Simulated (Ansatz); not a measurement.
# CH7BO2: the cost of one run

Method: RKS PBE0-D4/6-31G*, in Ansatz 0.2.0.

## Step 1: The structure to begin with

Bond lengths: C2–H3 1.110 Å, C2–H4 1.110 Å, C2–H5 1.110 Å, B1–O6 1.410 Å, O6–H7 1.010 Å, B1–H8 1.190 Å, B1–O9 1.710 Å, O9–H10 1.010 Å, C2–H11 1.168 Å, O9–H11 1.161 Å. Angles: H3–C2–H4 109.4°, H3–C2–H5 109.4°, H3–C2–H11 74.3°, H4–C2–H5 109.4°, H4–C2–H11 65.9°, H5–C2–H11 175.1°, B1–O6–H7 109.5°, O6–B1–H8 120.0°, O6–B1–O9 105.6°, H8–B1–O9 92.7°, B1–O9–H10 109.5°, B1–O9–H11 82.1°, H10–O9–H11 157.5°, C2–H11–O9 134.8°.

Coordinates:

```xyz
11

B     0.0000    0.0000    0.0000
C     0.0000    0.0000    1.9500
H    -0.9996   -0.3092    2.3205
H     0.7676   -0.7111    2.3205
H     0.2320    1.0203    2.3205
O     1.2211    0.0000   -0.7050
H     1.5209   -0.9519   -0.8599
H    -1.0305    0.0000   -0.5950
O    -0.2190   -1.6079    0.5392
H    -0.6224   -2.1606   -0.2037
H    -0.1495   -1.0979    1.5797
```

## Step 2: A restrained relaxation towards end A

Springs on the bonds that form and break draw the guess towards this end; the thresholds are loose.

Contents of input.yaml:

```yaml
crystal:
  periodic: [false, false, false]
  atoms:
    - { symbol: B, position_ang: [0.0, 0.0, 0.0] }
    - { symbol: C, position_ang: [0.0, 0.0, 1.95] }
    - { symbol: H, position_ang: [-0.9996, -0.3092, 2.3205] }
    - { symbol: H, position_ang: [0.7676, -0.7111, 2.3205] }
    - { symbol: H, position_ang: [0.232, 1.0203, 2.3205] }
    - { symbol: O, position_ang: [1.2211, 0.0, -0.705] }
    - { symbol: H, position_ang: [1.5209, -0.9519, -0.8599] }
    - { symbol: H, position_ang: [-1.0305, 0.0, -0.595] }
    - { symbol: O, position_ang: [-0.219, -1.6079, 0.5392] }
    - { symbol: H, position_ang: [-0.6224, -2.1606, -0.2037] }
    - { symbol: H, position_ang: [-0.1495, -1.0979, 1.5797] }
basis:
  gaussian: { orbitals: "6-31G*" }
hamiltonian:
  xc: pbe0
  dispersion: d4
relax:
  f_tol: 0.15
  max_steps: 25
  restrain:
    - { distance: [0, 8], at: 2.61, k: 30.0 }
    - { distance: [10, 1], at: 2.31, k: 30.0 }
    - { distance: [0, 1], at: 1.6, k: 30.0 }
    - { distance: [10, 8], at: 1.01, k: 30.0 }
```

Command:

```bash
$ ansatz run input.yaml --threads 1 --pin off --max-ram 2048MiB --backend cpu --events-out ev --progress --plain --runs-dir out
```

**Question.** How long does this run take on 1 thread of Arm Neoverse V2, shared host, and how much memory does it need?

About 37 s, with a peak of 0.16 GiB.
